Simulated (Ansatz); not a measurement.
# AlClH7NSi2: ionisation energy by level of theory

The task here is to estimate one member of a computed series from the others.

Method: unrestricted cation, the program's frozen cores in correlated methods; program: Ansatz 0.2.0, Gaussian basis.

Levels to be run: UKS PBE-D4/def2-TZVPP; UKS r2SCAN-D4/def2-TZVPP; UKS PBE0-D4/def2-TZVPP; UKS B3LYP-D4/def2-TZVPP; UKS wB97X-V/def2-TZVPP; UKS wB97M-V/def2-TZVPP; UKS B2PLYP/def2-TZVPP; UHF-CCSD(T)/def2-TZVPP; UHF-MP2/def2-QZVPP; extrapolation to the limit; then −ε(HOMO) from the neutral's earlier runs with LDA (SPW92), PBE-D4, revPBE-D4, BLYP-D4, r2SCAN-D4, B97M-V, PBE0-D4, B3LYP-D4, r2SCANh-D4, r2SCAN0-D4, HSE06-D4, BHLYP-D4, CAM-B3LYP-D4, LC-ωPBE, ωB97X-V, ωB97M-V.

## The relaxed structure

The geometry comes from an earlier relaxation with PBE0-D4 in a triple-zeta def2 set; it is a stationary point, not always the lowest conformer.

SMILES `[SiH3][N]([SiH3])[AlH][Cl]`, 12 atoms, charge 0, spin multiplicity 1.

Atoms are counted from 1 here; the program's logs count them from 0.

Bond lengths: Si1–N2 1.744 Å, Si1–H6 1.489 Å, Si1–H7 1.485 Å, Si1–H8 1.485 Å, N2–Si3 1.737 Å, N2–Al4 1.780 Å, Si3–H9 1.487 Å, Si3–H10 1.488 Å, Si3–H11 1.487 Å, Al4–Cl5 2.095 Å, Al4–H12 1.567 Å. Angles: N2–Si1–H6 107.5°, N2–Si1–H7 111.4°, N2–Si1–H8 111.4°, H6–Si1–H7 108.8°, H6–Si1–H8 108.8°, H7–Si1–H8 108.8°, Si1–N2–Si3 117.4°, Si1–N2–Al4 121.7°, Si3–N2–Al4 121.0°, N2–Si3–H9 111.3°, N2–Si3–H10 108.1°, N2–Si3–H11 111.3°, H9–Si3–H10 109.0°, H9–Si3–H11 108.1°, H10–Si3–H11 109.0°, N2–Al4–Cl5 115.7°, N2–Al4–H12 123.5°, Cl5–Al4–H12 120.8°.

The first run:

in.yaml

```yaml
crystal:
  periodic: [false, false, false]
  atoms:
    - {symbol: Si, position_ang: [-0.860455, 0.631154, 1.237271]}
    - {symbol: N, position_ang: [-0.030857, -0.057588, -0.133849]}
    - {symbol: Si, position_ang: [1.693235, -0.236326, -0.016681]}
    - {symbol: Al, position_ang: [-0.906214, -0.560230, -1.600158]}
    - {symbol: Cl, position_ang: [-2.980634, -0.270427, -1.565282]}
    - {symbol: H, position_ang: [0.163700, 0.930531, 2.276050]}
    - {symbol: H, position_ang: [-1.556354, 1.891799, 0.873430]}
    - {symbol: H, position_ang: [-1.853676, -0.317124, 1.803025]}
    - {symbol: H, position_ang: [2.360554, 1.077402, 0.185611]}
    - {symbol: H, position_ang: [2.182780, -0.837642, -1.286396]}
    - {symbol: H, position_ang: [2.069019, -1.124036, 1.115930]}
    - {symbol: H, position_ang: [-0.204401, -1.182813, -2.854850]}
basis:
  gaussian: {orbitals: def2-TZVPP}
total_charge: 1
magnetization: {spin_polarized: true, initial_magnetization: 1}
hamiltonian: {xc: pbe, dispersion: d4}
```

The run is started by

```
$ ansatz run in.yaml --threads 2 --pin off --events-out ev --progress --plain --max-ram 32768MiB --backend cuda --devices 0, --max-vram 18GiB
```

Among the steps run: Cation, UKS PBE-D4/def2-TZVPP; Cation, UKS r2SCAN-D4/def2-TZVPP; Cation, UKS PBE0-D4/def2-TZVPP; Cation, UKS B3LYP-D4/def2-TZVPP; Cation, UKS wB97X-V/def2-TZVPP; Cation, UKS wB97M-V/def2-TZVPP; Cation, UKS B2PLYP (frozen core)/def2-TZVPP; Cation, UHF-CCSD(T)/def2-TZVPP; Cation, UHF-MP2/def2-QZVPP.

One table of the session follows, with a row left open; its other results are not shown here.

For comparison, −ε(HOMO) of the neutral from earlier runs:

| functional | −ε(HOMO) (eV) |
| --- | --- |
| LDA (SPW92) | 6.83 |
| PBE-D4 | ? |
| revPBE-D4 | 6.70 |
| BLYP-D4 | 6.61 |
| r2SCAN-D4 | 7.04 |
| B97M-V | 7.18 |
| PBE0-D4 | 8.01 |
| B3LYP-D4 | 7.78 |
| r2SCANh-D4 | 7.51 |
| r2SCAN0-D4 | 8.22 |
| HSE06-D4 | 7.61 |
| BHLYP-D4 | 9.19 |
| CAM-B3LYP-D4 | 9.35 |
| LC-ωPBE | 10.72 |
| ωB97X-V | 10.38 |
| ωB97M-V | 10.25 |

Q: Estimate the row for PBE-D4 from the others.

The run gave: −ε(HOMO) (eV): 6.74. In the column «−ε(HOMO) (eV)» it lies between revPBE-D4 (6.70) and LDA (SPW92) (6.83).
